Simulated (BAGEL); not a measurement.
# singlet C2H5BN−: levels of theory compared

Aim: a comparison of 6 runs (HF/STO-3G, HF/6-31G*, B3LYP/6-31G*, B3LYP/def2-SVPD, PBE0/def2-SVPD, RI-MP2/def2-SVPD) of singlet C2H5BN−. 

Program for the calculation: BAGEL 1.2.2.

1 further run of the same task is left out (set aside as unsound or not needed).

## (1) The molecule

C2H5BN− has 9 atoms, charge -1, and is taken as a singlet. SMILES of the parent species: `B[N]C=C`. The coordinates come from a PBE0-D4/def2-TZVP relaxation. This is one conformer, not always the lowest. That shape belongs to the parent species and isn't relaxed for this state.

Bond lengths: B1–N2 1.342 Å, N2–C3 1.284 Å, C3–C4 1.392 Å, B1–H5 1.202 Å, B1–H6 1.202 Å, C3–H7 1.093 Å, C4–H8 1.082 Å, C4–H9 1.083 Å. Angles: B1–N2–C3 179.9°, N2–C3–C4 123.6°, N2–B1–H5 119.4°, N2–B1–H6 119.4°, N2–C3–H7 118.2°, C4–C3–H7 118.1°, C3–C4–H8 120.6°, C3–C4–H9 120.2°, H5–B1–H6 121.3°, H8–C4–H9 119.2°.

## (2) The energy at HF/STO-3G (density fitting with qzvpp-jkfit) (run 1)

Input file calc.json:

```json
{ "bagel" : [

{
  "title" : "molecule",
  "basis" : "sto-3g",
  "df_basis" : "qzvpp-jkfit",
  "angstrom" : true,
  "geometry" : [
    { "atom" : "B", "xyz" : [   -0.864600,    1.674800,   -0.110400 ] },
    { "atom" : "N", "xyz" : [   -0.486400,    0.387700,   -0.106200 ] },
    { "atom" : "C", "xyz" : [   -0.126200,   -0.844400,   -0.102100 ] },
    { "atom" : "C", "xyz" : [    1.161000,   -1.270600,    0.212300 ] },
    { "atom" : "H", "xyz" : [   -1.300900,    2.164000,    0.896800 ] },
    { "atom" : "H", "xyz" : [   -0.758900,    2.316900,   -1.120700 ] },
    { "atom" : "H", "xyz" : [   -0.871400,   -1.601800,   -0.359600 ] },
    { "atom" : "H", "xyz" : [    1.410600,   -2.323300,    0.200400 ] },
    { "atom" : "H", "xyz" : [    1.925400,   -0.549500,    0.472300 ] }
  ]
},
{
  "title" : "hf",
  "charge" : -1
},
{
  "title" : "print",
  "file" : "orbitals.molden",
  "orbitals" : true
}

]}
```

On the command line:

```bash
$ BAGEL_NUM_THREADS=1 BAGEL calc.json > calc.out
```

The log of the run:

```text
* using 1 threads per process

  ===============================================================
  ===============================================================

  *** Geometry ***

  { "atom" : "B", "xyz" : [     -1.633857,      3.164913,     -0.208626 ] },
  { "atom" : "N", "xyz" : [     -0.919163,      0.732647,     -0.200689 ] },
  { "atom" : "C", "xyz" : [     -0.238483,     -1.595685,     -0.192941 ] },
  { "atom" : "C", "xyz" : [      2.193972,     -2.401086,      0.401189 ] },
  { "atom" : "H", "xyz" : [     -2.458345,      4.089367,      1.694706 ] },
  { "atom" : "H", "xyz" : [     -1.434113,      4.378306,     -2.117816 ] },
  { "atom" : "H", "xyz" : [     -1.646707,     -3.026963,     -0.679546 ] },
  { "atom" : "H", "xyz" : [      2.665648,     -4.390401,      0.378701 ] },
  { "atom" : "H", "xyz" : [      3.638479,     -1.038405,      0.892518 ] },

  Number of auxiliary basis functions:      392

  Since a DF basis is specified, we compute 2- and 3-index integrals:
    o Being stored without compression. Storage requirement is 0.002 GB

  Number of basis functions:       25
  Number of electrons      :       29

    * METHOD: MOLECULE                             0.11

  *** RHF ***

  === Nuclear Repulsion ===
    97.1167409139

      * DIIS with orbital gradients will be used.

  === RHF iteration (sto-3g) ===
      0       -155.55290657          0.01870486           0.01
      1       -155.61778997          0.00862322           0.01
      2       -155.63034281          0.00177544           0.01
      3       -155.63121823          0.00059412           0.01
      4       -155.63131271          0.00015539           0.01
      5       -155.63132563          0.00004596           0.01
      6       -155.63132670          0.00000839           0.01
      7       -155.63132672          0.00000276           0.01
      8       -155.63132673          0.00000097           0.01
      9       -155.63132673          0.00000044           0.01
     10       -155.63132673          0.00000010           0.01
     11       -155.63132673          0.00000003           0.01
     12       -155.63132673          0.00000001           0.01
    * SCF iteration converged.

    * Permanent dipole moment:
           (    0.090591,     0.766240,     0.082284) a.u.

    * METHOD: HF                                   0.14

    * METHOD: PRINT                                0.00

  ===============================================================
```

Run time: 0.38 s. Hardware: 1 thread of Arm Neoverse V1, shared host; peak memory 0.081 GiB.

## (3) A single-point energy at HF/6-31G(d) (density fitting with qzvpp-jkfit, spherical functions) (run 2)

Input file input.json:

```json
{ "bagel" : [

{
  "title" : "molecule",
  "basis" : "6-31gs.json",
  "df_basis" : "qzvpp-jkfit",
  "angstrom" : true,
  "geometry" : [
    { "atom" : "B", "xyz" : [      -0.864600,       1.674800,      -0.110400 ] },
    { "atom" : "N", "xyz" : [      -0.486400,       0.387700,      -0.106200 ] },
    { "atom" : "C", "xyz" : [      -0.126200,      -0.844400,      -0.102100 ] },
    { "atom" : "C", "xyz" : [       1.161000,      -1.270600,       0.212300 ] },
    { "atom" : "H", "xyz" : [      -1.300900,       2.164000,       0.896800 ] },
    { "atom" : "H", "xyz" : [      -0.758900,       2.316900,      -1.120700 ] },
    { "atom" : "H", "xyz" : [      -0.871400,      -1.601800,      -0.359600 ] },
    { "atom" : "H", "xyz" : [       1.410600,      -2.323300,       0.200400 ] },
    { "atom" : "H", "xyz" : [       1.925400,      -0.549500,       0.472300 ] }
  ]
},

{ "title" : "hf", "charge" : -1 },

{ "title" : "print", "file" : "orbitals.molden", "orbitals" : true }

]}
```

The basis set 6-31G* is read from a file made from the Basis Set Exchange's data (not shown).

On the command line:

```bash
$ BAGEL_NUM_THREADS=1 BAGEL input.json > input.out
```

The log of the run:

```text
* using 1 threads per process

  ===============================================================
  ===============================================================

  *** Geometry ***

  { "atom" : "B", "xyz" : [     -1.633857,      3.164913,     -0.208626 ] },
  { "atom" : "N", "xyz" : [     -0.919163,      0.732647,     -0.200689 ] },
  { "atom" : "C", "xyz" : [     -0.238483,     -1.595685,     -0.192941 ] },
  { "atom" : "C", "xyz" : [      2.193972,     -2.401086,      0.401189 ] },
  { "atom" : "H", "xyz" : [     -2.458345,      4.089367,      1.694706 ] },
  { "atom" : "H", "xyz" : [     -1.434113,      4.378306,     -2.117816 ] },
  { "atom" : "H", "xyz" : [     -1.646707,     -3.026963,     -0.679546 ] },
  { "atom" : "H", "xyz" : [      2.665648,     -4.390401,      0.378701 ] },
  { "atom" : "H", "xyz" : [      3.638479,     -1.038405,      0.892518 ] },

  Number of auxiliary basis functions:      392

  Since a DF basis is specified, we compute 2- and 3-index integrals:
    o Being stored without compression. Storage requirement is 0.014 GB

  Number of basis functions:       66
  Number of electrons      :       29

    * METHOD: MOLECULE                             0.14

  *** RHF ***

  === Nuclear Repulsion ===
    97.1167409139

      * DIIS with orbital gradients will be used.

  === RHF iteration (6-31gs.json) ===
      0       -157.46807834          0.02726703           0.03
      1       -157.62120902          0.01934860           0.03
      2       -157.72322860          0.00278090           0.03
      3       -157.72588654          0.00101467           0.03
      4       -157.72625508          0.00016981           0.03
      5       -157.72628008          0.00008590           0.03
      6       -157.72628625          0.00003399           0.03
      7       -157.72628758          0.00000599           0.03
      8       -157.72628761          0.00000263           0.03
      9       -157.72628761          0.00000095           0.03
     10       -157.72628761          0.00000030           0.03
     11       -157.72628761          0.00000010           0.03
     12       -157.72628761          0.00000004           0.03
     13       -157.72628761          0.00000001           0.03
     14       -157.72628761          0.00000001           0.03
    * SCF iteration converged.

    * Permanent dipole moment:
           (    0.104075,     0.803749,     0.088615) a.u.

    * METHOD: HF                                   0.48

    * METHOD: PRINT                                0.01

  ===============================================================
```

Run time: 0.76 s. Hardware: 1 thread of Arm Neoverse V1, shared host; peak memory 0.081 GiB.

Runs 3 to 5 aren't shown in full; the table further down has their settings and results.

## (4) A single-point energy at RI-MP2/def2-SVPD (density fitting with qzvpp-jkfit) (run 6)

Input file job.json:

```json
{ "bagel": [

{
  "title": "molecule",
  "basis": "def2-svpd.json",
  "df_basis": "qzvpp-jkfit",
  "angstrom": true,
  "geometry": [
    { "atom": "B", "xyz": [   -0.864600,    1.674800,   -0.110400 ] },
    { "atom": "N", "xyz": [   -0.486400,    0.387700,   -0.106200 ] },
    { "atom": "C", "xyz": [   -0.126200,   -0.844400,   -0.102100 ] },
    { "atom": "C", "xyz": [    1.161000,   -1.270600,    0.212300 ] },
    { "atom": "H", "xyz": [   -1.300900,    2.164000,    0.896800 ] },
    { "atom": "H", "xyz": [   -0.758900,    2.316900,   -1.120700 ] },
    { "atom": "H", "xyz": [   -0.871400,   -1.601800,   -0.359600 ] },
    { "atom": "H", "xyz": [    1.410600,   -2.323300,    0.200400 ] },
    { "atom": "H", "xyz": [    1.925400,   -0.549500,    0.472300 ] }
  ]
},
{ "title": "hf", "charge": -1 },
{ "title": "mp2", "charge": -1, "ncore": 4 }

]}
```

The basis set def2-SVPD is read from a file made from the Basis Set Exchange's data (not shown).

On the command line:

```bash
$ BAGEL_NUM_THREADS=1 BAGEL job.json > job.out
```

The log of the run:

```text
* using 1 threads per process

  ===============================================================
  ===============================================================

  *** Geometry ***

  { "atom" : "B", "xyz" : [     -1.633857,      3.164913,     -0.208626 ] },
  { "atom" : "N", "xyz" : [     -0.919163,      0.732647,     -0.200689 ] },
  { "atom" : "C", "xyz" : [     -0.238483,     -1.595685,     -0.192941 ] },
[... 5 lines of this table left out ...]
  { "atom" : "H", "xyz" : [      3.638479,     -1.038405,      0.892518 ] },

  Number of auxiliary basis functions:      392

  Since a DF basis is specified, we compute 2- and 3-index integrals:
    o Being stored without compression. Storage requirement is 0.045 GB

  Number of basis functions:      120
  Number of electrons      :       29

    * METHOD: MOLECULE                             0.19

  *** RHF ***

  === Nuclear Repulsion ===
    97.1167409139

      * DIIS with orbital gradients will be used.

  === RHF iteration (def2-svpd.json) ===
      0       -157.38340974          0.01843728           0.05
      1       -157.54332793          0.01343376           0.05
      2       -157.63111871          0.00196945           0.06
[... 12 lines of this table left out ...]
     15       -157.63420117          0.00000001           0.06
    * SCF iteration converged.

    * Permanent dipole moment:
           (    0.146953,     0.662659,     0.089447) a.u.

    * METHOD: HF                                   1.04

  *** RHF ***

  === Nuclear Repulsion ===
    97.1167409139

      * DIIS with orbital gradients will be used.

  === RHF iteration (def2-svpd.json) ===
      0       -157.63420117          0.00000000           0.05
    * SCF iteration converged.

    * Permanent dipole moment:
           (    0.146954,     0.662658,     0.089447) a.u.

  === DF-MP2 calculation ===

    * freezing 4 orbitals
    * 3-index integral transformation done
    * assembly done

      MP2 correlation energy:   -0.5662733532      0.05

      MP2 total energy:       -158.2004745261

    * METHOD: MP2                                  0.18

  ===============================================================
```

It took 1.6 s on 1 thread of Arm Neoverse V1, shared host; peak memory 0.13 GiB.

## (5) Overview of the runs

```csv
run,level,frozen core orbitals,energy (Eh),HOMO energy (eV),LUMO energy (eV),HOMO–LUMO gap (eV),wall time
1,HF/STO-3G (density fitting with qzvpp-jkfit),–,-155.631327,2.13,16.13,14.00,0.38 s
2,"HF/6-31G* (density fitting with qzvpp-jkfit, spherical functions)",–,-157.726288,-1.21,10.19,11.40,0.76 s
3,"B3LYP/6-31G* (density fitting with qzvpp-jkfit, spherical functions)",–,-158.811414,1.43,6.33,4.91,6 s
4,B3LYP/def2-SVPD (density fitting with qzvpp-jkfit),–,-158.728827,0.65,4.48,3.82,9.9 s
5,PBE0/def2-SVPD (density fitting with qzvpp-jkfit),–,-158.516033,0.49,4.71,4.23,11 s
6,RI-MP2/def2-SVPD (density fitting with qzvpp-jkfit),4,-158.200475,–,–,–,1.6 s
```

## (6) What came out

```
                                          quantity          value
                               run 6: total energy  -158.20047 Eh
run 6: correlation energy (4 core orbitals frozen)     -566.3 mEh
```

**Reading.** Over runs 1, 2, 3, 4, 5 the HOMO–LUMO gap runs from 3.82 eV (B3LYP/def2-SVPD) to 14.00 eV (HF/STO-3G). The two ends differ in method and basis. The empty levels of an anion lie above zero and hang on the basis. Totals of different functionals can't be ranked against each other. In runs 1, 3, 4, 5 the HOMO lies above zero, so the outermost electron may be held by the basis alone. In run 1 the basis is minimal, so the values are rough. All runs together took 29 s, the longest 11 s.
